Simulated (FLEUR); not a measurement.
**BiTe: band structure with r2SCAN**

Crystal: BiTe.

```xyz
2
Lattice="0.0000 3.2350 3.2350 3.2350 0.0000 3.2350 3.2350 3.2350 0.0000" Properties=species:S:1:pos:R:3 pbc="T T T"
Bi    0.0000    0.0000    0.0000
Te    3.2350    3.2350    3.2350
```

```yaml
Program: FLEUR MaX-R8.1 (later development tree)
Task: band structure
Functional: r2SCAN
Potentials_or_basis: all-electron
Basis: FLAPW
Kmax: 4.1 1/bohr
k_mesh: 7 × 7 × 7
Occupations: fermi-dirac, width 0.05 eV
Spin: no spin polarisation
Gmax: 12.7 1/bohr
Muffin-tin_radii: Bi 2.66, Te 2.66 bohr
lmax: Bi 10, Te 10
lnonsphr: Bi 10, Te 10
Local_orbitals_a_species: Bi 5, Te 6
Max_iterations: 80
Mixing_factor: 0.05
Mixer: Anderson
Mixer_history: 30
Density_convergence: 0.0001 me/bohr^3
```

- Band gap along the path: none (metal or under the smearing width)
- Valence electrons inside the program's atomic spheres: Bi 18.75; Te 20.06 (radii Bi 2.66, Te 2.66 bohr)

Levels at the corners of the path, in eV from the Fermi level:
```tsv
point	band 18	band 19	band 20	band 21	band 22	band 23	band 24	band 25
Γ	-8.36	-2.85	-2.85	-2.85	2.19	2.19	2.19	5.00
X	-10.36	-6.01	-4.34	-4.34	2.45	3.72	3.72	5.20
W	-11.37	-5.31	-5.31	-1.77	-0.30	4.13	4.13	5.42
K	-11.17	-5.64	-3.82	-3.69	1.99	2.09	4.07	4.56
Γ	-8.36	-2.85	-2.85	-2.85	2.19	2.19	2.19	5.00
L	-11.78	-2.16	-2.16	-1.69	-0.75	-0.74	-0.74	7.73
U	-11.17	-5.64	-3.82	-3.69	1.99	2.09	4.07	4.56
W	-11.37	-5.31	-5.31	-1.77	-0.30	4.13	4.13	5.42
L	-11.78	-2.16	-2.16	-1.69	-0.75	-0.74	-0.74	7.73
K	-11.17	-5.64	-3.82	-3.69	1.99	2.09	4.07	4.56
U	-11.17	-5.64	-3.82	-3.69	1.99	2.09	4.07	4.56
X	-10.36	-6.01	-4.34	-4.34	2.45	3.72	3.72	5.20
```

Core levels (eV from the Fermi level):
| atom | levels |
| --- | --- |
| 1 Bi | 1s1/2 -90523.4, 2s1/2 -16247.1, 2p1/2 -15606.2, 2p3/2 -13286.1, 3s1/2 -3918.8, 3p1/2 -3630.0, 3p3/2 -3110.4, 4s1/2 -896.9, 3d3/2 -2638.9, 3d5/2 -2528.8, 4p1/2 -771.4, 4p3/2 -643.4, 5s1/2 -153.6, 4d3/2 -439.8, 4d5/2 -415.9, 4f5/2 -151.7, 4f7/2 -146.2 |
| 2 Te | 1s1/2 -31604.9, 2s1/2 -4841.6, 2p1/2 -4535.3, 2p3/2 -4260.8, 3s1/2 -960.2, 3p1/2 -834.4, 3p3/2 -783.2, 4s1/2 -160.0, 3d3/2 -561.6, 3d5/2 -550.9 |

Run time: 46 s on 1 thread of Intel(R) Xeon(R) 6975P-C (Granite Rapids) (shared host), peak memory 0.09 GiB.

Caveat: the meta-GGA is that of a development version, with a GGA for the radial functions and cores and without core tails; spin-orbit coupling is left out, which moves the levels of the heavy elements.
